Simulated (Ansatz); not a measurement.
**TaH+ (quartet): wave-function methods side by side, def2-TZVPP**

An exercise on one series of results from a longer session: the logs are not shown, and one member is left open.

Computed with Ansatz 0.2.0, Gaussian basis. Level: def2-TZVPP, core rule «outside noble gas», up to 4 orbitals frozen.

Plan: UHF; ROHF; CCSD(T) on UHF.

### What is computed

The geometry is a PBE0/def2-TZVP stationary point (not a proven minimum). No spin-orbit coupling is included. Elements past krypton take def2 core potentials.

2 atoms, charge 1, spin multiplicity 4.

Atoms are counted from 1 here; the program's logs count them from 0.

Bond lengths: Ta1–H2 1.734 Å.

Set-up of the first run:

The input, in.yaml:

```yaml
crystal:
  periodic: [false, false, false]
  atoms:
    - {symbol: Ta, position_ang: [0.000000, 0.000000, 0.000000]}
    - {symbol: H, position_ang: [0.000000, 0.000000, 1.734000]}
basis:
  gaussian: {orbitals: def2-TZVPP}
total_charge: 1
magnetization: {spin_polarized: true, initial_magnetization: 3}
hamiltonian: {xc: hf}
output: {orbitals: {seedname: orbitals}}
```

Launch:

```sh
$ ansatz run in.yaml --threads 1 --pin off --events-out ev --progress --plain --max-ram 4096MiB --backend cpu
```

Steps of the session up to this table: UHF; ROHF; CCSD(T) on UHF.

One table of the session follows, with a row left open; its other results are not shown here.

It belongs to the step «Misses and costs». 

```
  method  from UCCSD(T) (meV)
    ROHF              +2193.9
     UHF              +2005.6
    UMP2               +413.5
   UCCSD                    ?
UCCSD(T)                    0
```

**Question.** Estimate the row for UCCSD.

The run gave: from UCCSD(T) (meV): +49.6. In the column «from UCCSD(T) (meV)» it lies between UCCSD(T) (0) and UMP2 (+413.5).
